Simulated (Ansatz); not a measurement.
**Si4Ge2H14: one species, many methods**

The task here is to estimate one member of a computed series from the others.

Method: functionals in def2-TZVPP, the program's frozen cores in correlated methods; program: Ansatz 0.2.0, Gaussian basis.

The runs, in order: LDA (SPW92), PBE-D4, revPBE-D4, BLYP-D4, r2SCAN-D4, B97M-V, PBE0-D4, B3LYP-D4, r2SCANh-D4, r2SCAN0-D4, HSE06-D4, BHLYP-D4, CAM-B3LYP-D4, LC-ωPBE, ωB97X-V, ωB97M-V, B2PLYP, PBE-QIDH; CCSD(T)/def2-SVP; CCSD(T)/def2-TZVPP; MP2/def2-QZVPP; extrapolation to the limit; RPA on PBE.

### The geometry

All runs share one geometry, relaxed beforehand with PBE0-D4 in a triple-zeta def2 set.

SMILES `[SiH3][SiH2][SiH2][GeH2][SiH2][GeH3]`, 20 atoms, charge 0, spin multiplicity 1.

Atoms are counted from 1 here; the program's logs count them from 0.

Bond lengths: Si1–Si2 2.340 Å, Si1–H7 1.487 Å, Si1–H8 1.488 Å, Si1–H9 1.487 Å, Si2–Si3 2.340 Å, Si2–H10 1.491 Å, Si2–H11 1.491 Å, Si3–Ge4 2.382 Å, Si3–H12 1.489 Å, Si3–H13 1.490 Å, Ge4–Si5 2.379 Å, Ge4–H14 1.541 Å, Ge4–H15 1.541 Å, Si5–Ge6 2.379 Å, Si5–H16 1.489 Å, Si5–H17 1.488 Å, Ge6–H18 1.539 Å, Ge6–H19 1.538 Å and more. Angles: Si2–Si1–H7 109.8°, Si2–Si1–H8 110.0°, Si2–Si1–H9 111.0°, H7–Si1–H8 108.8°, H7–Si1–H9 108.7°, H8–Si1–H9 108.4°, Si1–Si2–Si3 112.6°, Si1–Si2–H10 109.6°, Si1–Si2–H11 108.0°, Si3–Si2–H10 109.2°, Si3–Si2–H11 109.5°, H10–Si2–H11 107.8°, Si2–Si3–Ge4 111.1°, Si2–Si3–H12 109.5°, Si2–Si3–H13 109.8°, Ge4–Si3–H12 109.1°, Ge4–Si3–H13 109.2°, H12–Si3–H13 108.0° and more.

Geometry (Å):

```xyz
20
charge 0, multiplicity 1
Si   -0.08162   -1.94608   -1.87060
Si   -0.77679   -2.37243    0.32239
Si   -1.60797   -0.46321    1.39019
Ge    0.16461    0.90729    2.19851
Si    1.69674    1.43192    0.45525
Ge    0.50973    2.31753   -1.40702
H    -1.20730   -1.36999   -2.65330
H     0.35677   -3.21058   -2.52104
H     1.05421   -0.98695   -1.89375
H     0.36519   -2.91652    1.11105
H    -1.83839   -3.41832    0.27498
H    -2.43439    0.32227    0.43188
H    -2.47958   -0.86186    2.53118
H     0.89169    0.17180    3.34107
H    -0.41724    2.21347    2.77429
H     2.70245    2.42427    0.92510
H     2.41743    0.19317    0.05465
H    -0.68702    1.41524   -1.75437
H    -0.03481    3.71388   -1.05974
H     1.40629    2.43508   -2.65072
```

Set-up of the first run:

File in.yaml:

```yaml
crystal:
  periodic: [false, false, false]
  atoms:
    - {symbol: Si, position_ang: [-0.081620, -1.946081, -1.870603]}
    - {symbol: Si, position_ang: [-0.776793, -2.372431, 0.322389]}
    - {symbol: Si, position_ang: [-1.607969, -0.463209, 1.390188]}
    - {symbol: Ge, position_ang: [0.164613, 0.907285, 2.198514]}
    - {symbol: Si, position_ang: [1.696745, 1.431925, 0.455251]}
    - {symbol: Ge, position_ang: [0.509729, 2.317534, -1.407019]}
    - {symbol: H, position_ang: [-1.207297, -1.369993, -2.653300]}
    - {symbol: H, position_ang: [0.356770, -3.210582, -2.521036]}
    - {symbol: H, position_ang: [1.054211, -0.986949, -1.893746]}
    - {symbol: H, position_ang: [0.365186, -2.916524, 1.111052]}
    - {symbol: H, position_ang: [-1.838391, -3.418316, 0.274984]}
    - {symbol: H, position_ang: [-2.434387, 0.322270, 0.431883]}
    - {symbol: H, position_ang: [-2.479581, -0.861857, 2.531175]}
    - {symbol: H, position_ang: [0.891693, 0.171796, 3.341066]}
    - {symbol: H, position_ang: [-0.417245, 2.213470, 2.774292]}
    - {symbol: H, position_ang: [2.702450, 2.424269, 0.925095]}
    - {symbol: H, position_ang: [2.417434, 0.193167, 0.054646]}
    - {symbol: H, position_ang: [-0.687023, 1.415235, -1.754372]}
    - {symbol: H, position_ang: [-0.034811, 3.713880, -1.059738]}
    - {symbol: H, position_ang: [1.406286, 2.435080, -2.650721]}
basis:
  gaussian: {orbitals: def2-TZVPP}
hamiltonian: {xc: lda}
output: {orbitals: {seedname: orbitals}}
```

Steps of the session up to this table: LDA; PBE-D4 (GGA); revPBE-D4 (GGA); BLYP-D4 (GGA); r2SCAN-D4 (meta-GGA); B97M-V (meta-GGA); PBE0-D4 (hybrid); B3LYP-D4 (hybrid); r2SCANh-D4 (hybrid); r2SCAN0-D4 (hybrid); HSE06-D4 (hybrid); BHLYP-D4 (hybrid); CAM-B3LYP-D4 (range-separated); LC-ωPBE-D4 (range-separated; the results give it without D4); ωB97X-V (range-separated); ωB97M-V (range-separated); B2PLYP (double hybrid); PBE-QIDH (double hybrid).

One of the session's tables, all rows but one given; the rest of the session is left out.

It belongs to the step «Frontier levels by functional». 

```
  functional  HOMO (eV)  gap (eV)
 LDA (SPW92)      -6.89      5.37
      PBE-D4      -6.78      5.44
   revPBE-D4      -6.73      5.49
     BLYP-D4      -6.60      5.45
   r2SCAN-D4          ?         ?
      B97M-V      -7.15      5.75
     PBE0-D4      -7.78      7.21
    B3LYP-D4      -7.56      6.87
  r2SCANh-D4      -7.39      6.48
  r2SCAN0-D4      -7.94      7.44
    HSE06-D4      -7.40      6.46
    BHLYP-D4      -8.64      9.01
CAM-B3LYP-D4      -8.95      9.47
     LC-ωPBE     -10.23     11.72
     ωB97X-V      -9.92     11.32
     ωB97M-V      -9.71     10.83
```

Q: Estimate the row for r2SCAN-D4 from the others.

Worked estimate for «HOMO (eV)». Against the share of exact exchange, r2SCANh-D4 (0.1, -7.39), r2SCAN0-D4 (0.25, -7.94) give a slope of -3.67 per unit share; at 0 the line stands at -7.02.

**Answer.** HOMO (eV): -7.03; gap (eV): 5.85. In «HOMO (eV)» the line misses by +0.01.
